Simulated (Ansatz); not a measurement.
# Co2Si6Ni: the cost of one run

Program: Ansatz 0.2.0. Level of theory: DFT PBE, scalar-relativistic, plane waves, PAW. These are calculated values, not measurements.

1 further run of the same task is left out (set aside as unsound or not needed).

## Step 1: The structure to begin with

It takes space group P-3m1 (No. 164, trigonal). The conventional cell has a = 3.794 Å, b = 3.794 Å, c = 9.343 Å, α = 90.00°, β = 90.00°, γ = 120.00°. Co (site symmetry 3m) is surrounded by 8 Si at 2.29 to 2.33 Å. Around Si (site symmetry 3m) lie 3 Co at 2.31 Å and 1 Ni at 2.38 Å. Si (site symmetry 3m) has 1 Co at 2.29 Å and 3 Ni at 2.34 Å as nearest neighbours. Si (site symmetry 3m) has 4 Co at 2.33 Å and 6 Si at 2.67 Å as nearest neighbours. Ni (site symmetry -3m) has 8 Si at 2.34 to 2.38 Å as nearest neighbours.

As a file:

```cif
data_structure
_symmetry_space_group_name_H-M 'P-3m1'
_symmetry_Int_Tables_number 164
_cell_length_a 3.7937
_cell_length_b 3.7937
_cell_length_c 9.3427
_cell_angle_alpha 90.000
_cell_angle_beta 90.000
_cell_angle_gamma 120.000
_cell_volume 116.45
loop_
_atom_site_label
_atom_site_type_symbol
_atom_site_symmetry_multiplicity
_atom_site_Wyckoff_symbol
_atom_site_fract_x
_atom_site_fract_y
_atom_site_fract_z
_atom_site_occupancy
Co1 Co 2 d 0.66667 0.33333 0.83232 1
Si1 Si 2 c 0.00000 0.00000 0.75502 1
Si2 Si 2 d 0.33333 0.66667 0.41231 1
Si3 Si 2 d 0.66667 0.33333 0.08125 1
Ni1 Ni 1 b 0.00000 0.00000 0.50000 1
```

It is the end of an earlier relaxation with the same method, from a generated guess; it needn't be the stable form of this composition. At a tolerance of 0.05 Å it has space group P-3m1 (No. 164); it has 12.94 Å³/atom, an uncorrected energy of -0.46 eV/atom over the elements.

## Step 2: Bands, states and charges

The input, input.yaml:

```yaml
crystal:
  lattice:
    - [3.7937387561, 0.0, 0.0]
    - [-1.896869378, 3.2854741381, 0.0]
    - [0.0, 0.0, 9.3427091]
  atoms:
    - { symbol: Co, position: [0.6666666667, 0.3333333333, 0.832316] }
    - { symbol: Co, position: [0.3333333333, 0.6666666667, 0.167684] }
    - { symbol: Si, position: [0.0, 0.0, 0.755024] }
    - { symbol: Si, position: [0.3333333333, 0.6666666667, 0.412311] }
    - { symbol: Si, position: [0.6666666667, 0.3333333333, 0.081254] }
    - { symbol: Si, position: [0.6666666667, 0.3333333333, 0.587689] }
    - { symbol: Si, position: [0.0, 0.0, 0.244976] }
    - { symbol: Si, position: [0.3333333333, 0.6666666667, 0.918746] }
    - { symbol: Ni, position: [0.0, 0.0, 0.5] }
basis:
  ecutwfc: 420
kpoints:
  mp_grid: { grid: [12, 12, 4] }
  band_path:
    path:
      - [[0.0, 0.0, 0.0], [0.5, 0.0, 0.0], [0.33333333, 0.33333333, 0.0], [0.0, 0.0, 0.0], [0.0, 0.0, 0.5], [0.5, 0.0, 0.5], [0.33333333, 0.33333333, 0.5], [0.0, 0.0, 0.5]]
      - [[0.5, 0.0, 0.5], [0.5, 0.0, 0.0]]
      - [[0.33333333, 0.33333333, 0.5], [0.33333333, 0.33333333, 0.0]]
    npoints: 14
hamiltonian:
  xc: pbe
scf:
  occupations: { method: gaussian, width: 0.1 }
  n_extra_bands: 22
output:
  forces: true
  stress: true
  eigenvalues: true
  populations: true
  dos: { projected: true, de: 0.02, nscf_kmesh: { grid: [15, 15, 5] } }
  bader: true
  write_density: true
  write_potential: true
  elf: true
  volumetric_format: npy
```

The run is started by

```bash
> ansatz run input.yaml --threads 4 --pin off --max-ram 8192MiB --backend cpu --events-out ev --progress --plain --runs-dir out
```

Q: Estimate wall time and peak memory on 4 threads of Arm Neoverse N1, shared host.

About 82 s, with a peak of 0.89 GiB.
